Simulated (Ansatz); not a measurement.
# BF₂H₄NO (built from SMILES NB(F)F.O): search for a transition state

Is there a first-order saddle for this four-centre ligand exchange, which should form B1–O6, N2–H5 and break B1–N2, H5–O6, and which two structures does it connect?

Method: PBE0-D4, def2-SVP first, then def2-TZVP; program: Ansatz 0.2.0, Gaussian basis.

152 further runs of the same task are left out: 152 set aside as unsound or not needed. Runs told in other sessions of the task aren't counted.

### Step 1. The system as given

The guess: 9 atoms, charge 0, spin multiplicity 1.

Atoms are counted from 1 here; the program's logs count them from 0.

Bond lengths: B1–N2 1.555 Å, B1–F3 1.357 Å, B1–F4 1.344 Å, B1–O6 1.606 Å, N2–H7 1.011 Å, N2–H8 1.011 Å, H5–O6 1.192 Å, O6–H9 0.962 Å. Angles: N2–B1–F3 114.0°, N2–B1–F4 116.1°, N2–B1–O6 90.6°, F3–B1–F4 114.0°, F3–B1–O6 108.6°, F4–B1–O6 110.9°, B1–N2–H7 115.7°, B1–N2–H8 117.0°, H7–N2–H8 109.0°, B1–O6–H5 75.2°, B1–O6–H9 112.2°, H5–O6–H9 115.9°.

As a file:

```xyz
9
BF2H4NO
B    -0.4143    0.4239   -0.3303
N     1.0442   -0.0661   -0.1070
F    -1.0363   -0.1551   -1.3888
F    -0.6130    1.7500   -0.2387
H     0.2639   -0.6019    0.8996
O    -0.8888   -0.3201    1.0117
H     1.7121    0.6482    0.1481
H     1.4468   -0.6501   -0.8271
H    -1.5145   -1.0288    0.8326
```

Distances that are to change: B1–O6 1.61 Å, N2–H5 1.38 Å, B1–N2 1.55 Å, H5–O6 1.19 Å.

### Step 2. Relaxing the guess with the reacting distances held

hold/in.yaml reads:

```yaml
crystal:
  periodic: [false, false, false]
  atoms:
    - {symbol: B, position_ang: [-0.414300, 0.423900, -0.330300]}
    - {symbol: N, position_ang: [1.044200, -0.066100, -0.107000]}
    - {symbol: F, position_ang: [-1.036300, -0.155100, -1.388800]}
    - {symbol: F, position_ang: [-0.613000, 1.750000, -0.238700]}
    - {symbol: H, position_ang: [0.263900, -0.601900, 0.899600]}
    - {symbol: O, position_ang: [-0.888800, -0.320100, 1.011700]}
    - {symbol: H, position_ang: [1.712100, 0.648200, 0.148100]}
    - {symbol: H, position_ang: [1.446800, -0.650100, -0.827100]}
    - {symbol: H, position_ang: [-1.514500, -1.028800, 0.832600]}
basis:
  gaussian: {orbitals: def2-SVP}
hamiltonian: {xc: pbe0, dispersion: d4}
relax: {f_tol: 0.04, max_steps: 150, escape_saddle: false, constraints: [{distance: [0, 5]}, {distance: [1, 4]}, {distance: [0, 1]}, {distance: [4, 5]}]}
```

Run with:

```console
> ansatz run in.yaml --threads 4 --pin off --events-out ev --progress --plain --max-ram 9574MiB
```

The runs that follow: A starting Hessian; Saddle search in the small basis; Saddle search in triple zeta; Checking the order of the point; Relaxing after a step of 0.30 Å one way along the mode; Relaxing after a step of 0.30 Å the other way along the mode.

Before running it: what results should come out? Wanted: imaginary mode; barrier from the start side; barrier from the end side; energy of the step; pairs that change; zero-point energy at the saddle.

The runs gave:

```
                       quantity                                                     value
                 imaginary mode                                                1224i cm⁻¹
    barrier from the start side                                             12.8 kcal/mol
      barrier from the end side                                             28.3 kcal/mol
             energy of the step                                            -15.6 kcal/mol
              pairs that change  B1–O6 formed, N2–H5 formed, B1–N2 loosened, H5–O6 broken
zero-point energy at the saddle                                                  1.616 eV
```

What this shows: The point has a single imaginary mode (1224i cm⁻¹), as a transition state must. It joins the planned start and end. A bond meant to break is only loosened at the end: the products stay bound as an adduct. At PBE0-D4/def2-TZVP the electronic barrier is 12.8 kcal/mol, about 22 kT at 298 K, and the step runs 15.6 kcal/mol downhill. With so stiff a mode tunnelling counts: Wigner's rough correction is a factor of 2.5 at 298 K. A step off the saddle overshot and began above it in energy, so the link to its end is likely but not proven. The ends are the nearest minima, not always the lowest complexes.
